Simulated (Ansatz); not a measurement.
**C₂H₆BN (SMILES [BH3-][N+]#CC): a relaxed scan of the bond length C4–H10**

An exercise on one series of results from a longer session: the logs are not shown, and one member is left open.

Method: single points in def2-TZVPP; program: Ansatz 0.2.0, Gaussian basis.

Levels: PBE-D4, r2SCAN-D4, PBE0-D4, B3LYP-D4, wB97M-V, Hartree-Fock, MP2, CCSD, CCSD(T). The scan takes 0.939, 0.971, 1.018, 1.073, 1.134, 1.199, 1.269, 1.342, 1.419 Å.

Correlated methods freeze the cores. B3LYP uses VWN-RPA correlation.

28 further runs of the same task are left out: 28 set aside as unsound or not needed.

### The starting structure

The minimum, relaxed at PBE0-D4: SMILES `[BH3-][N+]#CC`, 10 atoms, charge 0, spin multiplicity 1.

Atoms are counted from 1 here; the program's logs count them from 0.

Bond lengths: B1–N2 1.536 Å, B1–H5 1.211 Å, B1–H6 1.211 Å, B1–H7 1.211 Å, N2–C3 1.142 Å, C3–C4 1.443 Å, C4–H8 1.091 Å, C4–H9 1.091 Å, C4–H10 1.091 Å. Angles: N2–B1–H5 105.7°, N2–B1–H6 105.7°, N2–B1–H7 105.7°, H5–B1–H6 112.9°, H5–B1–H7 112.9°, H6–B1–H7 112.9°, B1–N2–C3 180.0°, N2–C3–C4 179.9°, C3–C4–H8 109.9°, C3–C4–H9 109.9°, C3–C4–H10 109.9°, H8–C4–H9 109.1°, H8–C4–H10 109.1°, H9–C4–H10 109.1°.

As a file:

```
B    -1.04754    1.30250   -1.22951
N    -0.26985    0.33769   -0.32221
C     0.30899   -0.37975    0.35247
C     1.04181   -1.28496    1.20401
H    -1.75587    0.60444   -1.92105
H    -1.67627    2.02041   -0.48347
H    -0.20939    1.90190   -1.86631
H     2.07895   -1.35032    0.87042
H     1.02068   -0.92463    2.23402
H     0.59149   -2.27837    1.16463
```

Energies of the minimum (eV), from earlier single points: PBE-D4 -4333.18642, r2SCAN-D4 -4336.31538, PBE0-D4 -4333.59220, B3LYP-D4 -4339.63816, wB97M-V -4336.74528, CCSD(T) -4329.38145.

At the minimum the bond length C4–H10 is 1.091 Å.

Set-up of the first run:

Contents of relax/in.yaml:

```yaml
crystal:
  periodic: [false, false, false]
  atoms:
    - {symbol: B, position_ang: [-1.047545, 1.302498, -1.229512]}
    - {symbol: N, position_ang: [-0.269852, 0.337689, -0.322211]}
    - {symbol: C, position_ang: [0.308993, -0.379754, 0.352475]}
    - {symbol: C, position_ang: [1.041813, -1.284963, 1.204009]}
    - {symbol: H, position_ang: [-1.755872, 0.604439, -1.921050]}
    - {symbol: H, position_ang: [-1.676272, 2.020412, -0.483470]}
    - {symbol: H, position_ang: [-0.209392, 1.901902, -1.866314]}
    - {symbol: H, position_ang: [2.078954, -1.350323, 0.870418]}
    - {symbol: H, position_ang: [1.020682, -0.924631, 2.234022]}
    - {symbol: H, position_ang: [0.654379, -2.139638, 1.170132]}
basis:
  gaussian: {orbitals: def2-TZVP}
hamiltonian: {xc: pbe0, dispersion: d4}
relax: {f_tol: 0.005, max_steps: 200, constraints: [{distance: [3, 9]}]}
```

No record of the launch command was kept for these runs.

Among the steps run: C4–H10 = 0.939 Å; C4–H10 = 0.971 Å; C4–H10 = 1.018 Å; C4–H10 = 1.073 Å; C4–H10 = 1.134 Å; C4–H10 = 1.199 Å; C4–H10 = 1.269 Å; C4–H10 = 1.342 Å; C4–H10 = 1.419 Å.

One of the session's tables, all rows but one given; the rest of the session is left out.

Energies less that of the minimum at the same level (kcal/mol):

```
bond length (Å)  PBE-D4  PBE0-D4  B3LYP-D4  wB97M-V  Hartree-Fock
          0.939    12.8     12.0      11.7     11.5          10.9
          0.971     7.6      7.0       6.8      6.6           6.0
          1.018     2.7      2.3       2.2      2.1           1.7
          1.073     0.2      0.1       0.1      0.1           0.0
1.091 (minimum)     0.0      0.0       0.0      0.0           0.0
          1.134       ?        ?         ?        ?             ?
          1.199     3.0      3.7       3.6      3.9           4.7
          1.269     7.6      8.8       8.7      9.1          10.7
          1.342    13.6     15.4      15.1     15.9          18.3
          1.419    20.6     23.1      22.5     23.9          27.2
```

**Question.** Estimate the row for bond length (Å) = 1.134.

As computed: PBE-D4: 0.4; PBE0-D4: 0.7; B3LYP-D4: 0.7; wB97M-V: 0.8; Hartree-Fock: 1.1.

Limits of these values: A polynomial through the near points puts the CCSD(T) minimum 0.002 Å below the PBE0-D4 value.
